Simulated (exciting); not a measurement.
# RbTaRe (P-6m2) in exciting: reference runs

How does RbTaRe come out in PBE? The cell is run as given.

All numbers are computed with exciting (release sodium); they aren't measurements. Logs are shortened: lines on timing, memory, paths and dates and some standing lists are left out, and cuts for length are marked.

## 1. Starting point

Symmetry: P-6m2, No. 187, hexagonal system. The conventional cell has a = 4.544 Å, b = 4.544 Å, c = 4.487 Å, α = 90.00°, β = 90.00°, γ = 120.00°. Around Rb (site symmetry -6m2) lie 6 Ta at 3.45 Å and 6 Re at 3.45 Å. Ta (site symmetry -6m2) has 3 Re at 2.62 Å as nearest neighbours. Re (site symmetry -6m2) has 3 Ta at 2.62 Å as nearest neighbours.

The cell was built by a generator and needn't be a form met in nature.

## 2. Single point, PBE

input.xml

```xml
<input>
  <title>RbTaRe</title>
  <structure speciespath="./" tshift="false">
    <crystal scale="1">
      <basevect>8.587443291909 0.000000000000 0.000000000000</basevect>
      <basevect>-4.293721655403 7.436944049961 0.000000000000</basevect>
      <basevect>0.000000000000 0.000000000000 8.479607998128</basevect>
    </crystal>
    <species speciesfile="Rb.xml" rmt="2.3">
      <atom coord="0.666666670000 0.333333330000 0.000000000000"/>
    </species>
    <species speciesfile="Ta.xml" rmt="2.3">
      <atom coord="0.333333330000 0.666666670000 0.500000000000"/>
    </species>
    <species speciesfile="Re.xml" rmt="2.3">
      <atom coord="0.000000000000 0.000000000000 0.500000000000"/>
    </species>
  </structure>
  <groundstate do="fromscratch" ngridk="7 7 6" rgkmax="9" gmaxvr="14" lmaxapw="10" lmaxmat="10" lmaxvr="8" xctype="GGA_PBE" stype="Fermi Dirac" swidth="0.00183747" nempty="20" ValenceRelativity="iora*" epsengy="1e-05" epspot="1e-05" maxscl="60" tforce="true" outputlevel="normal"/>
</input>
```

Potentials or basis: all-electron LAPW+lo, shipped species files, valence relativity iora*.

Started as:

```bash
$ OMP_NUM_THREADS=1 exciting_smp
```

INFO.OUT:

```text
================================================================================
EXCITING SODIUM started
[... 10 lines left out ...]

 Lattice vectors (cartesian) :
      8.5874432919      0.0000000000      0.0000000000
     -4.2937216554      7.4369440500      0.0000000000
      0.0000000000      0.0000000000      8.4796079981

 Reciprocal lattice vectors (cartesian) :
      0.7316712430      0.4224305897     -0.0000000000
      0.0000000000      0.8448611775      0.0000000000
      0.0000000000     -0.0000000000      0.7409759164

 Unit cell volume                           :     541.5445283553
 Brillouin zone volume                      :       0.4580421377

 Species :    1 (Rb)
     parameters loaded from                 :    Rb.xml
     name                                   :    rubidium
     nuclear charge                         :     -37.00000000
     electronic charge                      :      37.00000000
     atomic mass                            :  155798.26850000
     muffin-tin radius                      :       2.30000000
     # of radial points in muffin-tin       :     400

     atomic positions (lattice) :
       1 :   0.66666667  0.33333333  0.00000000

 Species :    2 (Ta)
     parameters loaded from                 :    Ta.xml
     name                                   :    tantalum
     nuclear charge                         :     -73.00000000
     electronic charge                      :      73.00000000
     atomic mass                            :  329847.84330000
     muffin-tin radius                      :       2.30000000
     # of radial points in muffin-tin       :     450

     atomic positions (lattice) :
       1 :   0.33333333  0.66666667  0.50000000

 Species :    3 (Re)
     parameters loaded from                 :    Re.xml
     name                                   :    rhenium
     nuclear charge                         :     -75.00000000
     electronic charge                      :      75.00000000
     atomic mass                            :  339434.59610000
     muffin-tin radius                      :       2.30000000
[... 355 lines left out ...]
 RMS change in effective potential (target) :  0.635057E-02  ( 0.100000E-04)
 Absolute change in total energy   (target) :  0.123689      ( 0.100000E-04)
 Charge distance                   (target) :  0.141509E-03  ( 0.100000E-04)
 Abs. change in max-nonIBS-force   (target) :   0.00000      ( 0.500000E-04)

++++++++++++++++++++++++++++++++++++++++++++++++++++++++++++++++++++++++++++++++
[... 7 further cycles ...]
+ SCF iteration number :   18                                                  +
++++++++++++++++++++++++++++++++++++++++++++++++++++++++++++++++++++++++++++++++
 Total energy                               :    -35325.40873000
 _______________________________________________________________
 Fermi energy                               :         0.27289886
 Kinetic energy                             :     39513.72429495
 Coulomb energy                             :    -74087.52195768
 Exchange energy                            :      -740.82708395
 Correlation energy                         :       -10.78398332
[... 285 lines left out ...]
 RMS change in effective potential (target) :  0.873900E-08  ( 0.100000E-04)
 Absolute change in total energy   (target) :  0.831431E-06  ( 0.100000E-04)
 Charge distance                   (target) :  0.422484E-08  ( 0.100000E-04)
 Abs. change in max-nonIBS-force   (target) :   0.00000      ( 0.500000E-04)

++++++++++++++++++++++++++++++++++++++++++++++++++++++++++++++++++++++++++++++++
| Convergency criteria checked for the last 2 iterations                       +
| Convergence targets achieved. Performing final SCF iteration                 +
++++++++++++++++++++++++++++++++++++++++++++++++++++++++++++++++++++++++++++++++
 Total energy                               :    -35325.40814386
 _______________________________________________________________
 Fermi energy                               :         0.27289841
 Kinetic energy                             :     39513.72478413
 Coulomb energy                             :    -74087.52185855
 Exchange energy                            :      -740.82708704
 Correlation energy                         :       -10.78398239

 DOS at Fermi energy (states/Ha/cell)       :       114.30935113

 Electron charges :
     core                                   :       120.00000000
     core leakage                           :         0.00050380
     valence                                :        65.00000000
     interstitial                           :         7.46212635
     charge in muffin-tin spheres :
                  atom     1    Rb          :        34.90851212
                  atom     2    Ta          :        70.17478613
                  atom     3    Re          :        72.45457540
     total charge in muffin-tins            :       177.53787365
     total charge                           :       185.00000000

++++++++++++++++++++++++++++++++++++++++++++++++++++++++++++++++++++++++++++++++
+ Self-consistent loop stopped                                                 +
++++++++++++++++++++++++++++++++++++++++++++++++++++++++++++++++++++++++++++++++
 STATE.OUT is written

--------------------------------------------------------------------------------
- Writing atomic positions and forces                                          -
--------------------------------------------------------------------------------

 Atomic positions (lattice) :
 atom     1  Rb  :     0.66666667    0.33333333    0.00000000
 atom     2  Ta  :     0.33333333    0.66666667    0.50000000
 atom     3  Re  :     0.00000000    0.00000000    0.50000000

 Total atomic forces including IBS (cartesian) :
 atom     1  Rb  :     0.00000000    0.00000000    0.00000000
 atom     2  Ta  :     0.00000000   -0.00000000    0.00000000
 atom     3  Re  :    -0.00000000   -0.00000000    0.00000000

 Atomic force components including IBS (cartesian) :
 atom     1  Rb  :     0.00000000   -0.00000000    0.00000000   HF force
                 :     0.00000000    0.00000000    0.00000000   core correction
                 :     0.00000000   -0.00000000    0.00000000   IBS correction
 atom     2  Ta  :    -0.00000000    0.00000000    0.00000000   HF force
                 :    -0.00000000   -0.00000000    0.00000000   core correction
                 :    -0.00000000   -0.00000000    0.00000000   IBS correction
 atom     3  Re  :     0.00000000    0.00000000    0.00000000   HF force
                 :     0.00000000    0.00000000    0.00000000   core correction
                 :    -0.00000000    0.00000000    0.00000000   IBS correction

********************************************************************************
* Groundstate module stopped                                                   *
********************************************************************************

================================================================================
| EXCITING SODIUM stopped                                                      =
================================================================================
```

EVALCORE.OUT:

```text
Species :    1 (Rb), atom :    1
 n =  1, l =  0, k =  1 :   -551.7888571
 n =  2, l =  0, k =  1 :   -73.27779242
 n =  2, l =  1, k =  1 :   -66.41566953
 n =  2, l =  1, k =  2 :   -64.18184111
 n =  3, l =  0, k =  1 :   -10.46227991
 n =  3, l =  1, k =  1 :   -8.004027589
 n =  3, l =  1, k =  2 :   -7.668514443
 n =  3, l =  2, k =  2 :   -3.368743473
 n =  3, l =  2, k =  3 :   -3.311793916

Species :    2 (Ta), atom :    1
 n =  1, l =  0, k =  1 :   -2472.071156
 n =  2, l =  0, k =  1 :   -424.0840887
 n =  2, l =  1, k =  1 :   -405.2310469
 n =  2, l =  1, k =  2 :   -358.5460648
 n =  3, l =  0, k =  1 :   -96.80753794
 n =  3, l =  1, k =  1 :   -88.43930471
 n =  3, l =  1, k =  2 :   -78.38804584
 n =  3, l =  2, k =  2 :   -64.28014701
 n =  3, l =  2, k =  3 :   -62.09110397
 n =  4, l =  0, k =  1 :   -19.38469987
 n =  4, l =  1, k =  1 :   -15.93611506
 n =  4, l =  1, k =  2 :   -13.62183543
 n =  4, l =  2, k =  2 :   -7.960776085
 n =  4, l =  2, k =  3 :   -7.535630152

Species :    3 (Re), atom :    1
 n =  1, l =  0, k =  1 :   -2629.463071
 n =  2, l =  0, k =  1 :   -455.1816366
 n =  2, l =  1, k =  1 :   -435.4675910
 n =  2, l =  1, k =  2 :   -382.5515551
 n =  3, l =  0, k =  1 :   -105.0069167
 n =  3, l =  1, k =  1 :   -96.22035859
 n =  3, l =  1, k =  2 :   -84.72778757
 n =  3, l =  2, k =  2 :   -69.99741421
 n =  3, l =  2, k =  3 :   -67.50309248
 n =  4, l =  0, k =  1 :   -21.52845197
 n =  4, l =  1, k =  1 :   -17.86414160
 n =  4, l =  1, k =  2 :   -15.18289955
 n =  4, l =  2, k =  2 :   -9.173836978
 n =  4, l =  2, k =  3 :   -8.678422028
```

Wall time 13 min (1 thread of Arm Neoverse V2, shared host); peak memory 0.19 GiB.

Results:

| Quantity | Value |
| --- | --- |
| Free energy | -961253.3600 eV |
| Band gap on the k mesh | none (metal or under the smearing width) |
| All electrons inside the program's atomic spheres | Rb 34.91; Ta 70.17; Re 72.45 (radii Rb 2.3, Ta 2.3, Re 2.3 bohr) |

Caveat: the log's total energy holds no entropy term; the free energy is that total less TS from the occupations. Spin-orbit coupling is left out, which matters for the levels of Re, Ta.
